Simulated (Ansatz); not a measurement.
WAu, 2 atoms in the cell. The typed cell holds 2 atoms: a = 4.114 Å, b = 4.114 Å, c = 4.114 Å, α = 60.00°, β = 60.00°, γ = 60.00°. The cell was built by a generator and needn't be a form met in nature. The cell isn't the ideal one: atoms moved at random, drawn with an rms of 0.05 Å.

```yaml
Program: Ansatz 0.2.0
Task: single point
Functional: PBE
Potentials_or_basis: Ansatz PAW
Cutoff: "420 eV (not typed: the program's choice for these potentials)"
k_mesh: 8 × 8 × 8
Occupations: fermi-dirac, width 0.05 eV
Spin: no spin polarisation
```

Potentials or basis: Ansatz PAW.

Run with:

```bash
$ ansatz run input.yaml --threads 2 --pin off --max-ram 5632MiB --backend cpu --events-out ev --progress --plain --runs-dir out
```

Hardware: 2 threads of Intel(R) Xeon(R) Processor @ 2.50GHz (Skylake/Cascade Lake) (shared host).

Problem. How long does it take, and how much memory?

Solution. It took 17 s on 2 threads of Intel(R) Xeon(R) Processor @ 2.50GHz (Skylake/Cascade Lake) (shared host), peak memory 0.56 GiB. Counts: scf iterations 7, plane waves 941, k points 260, bands 21.
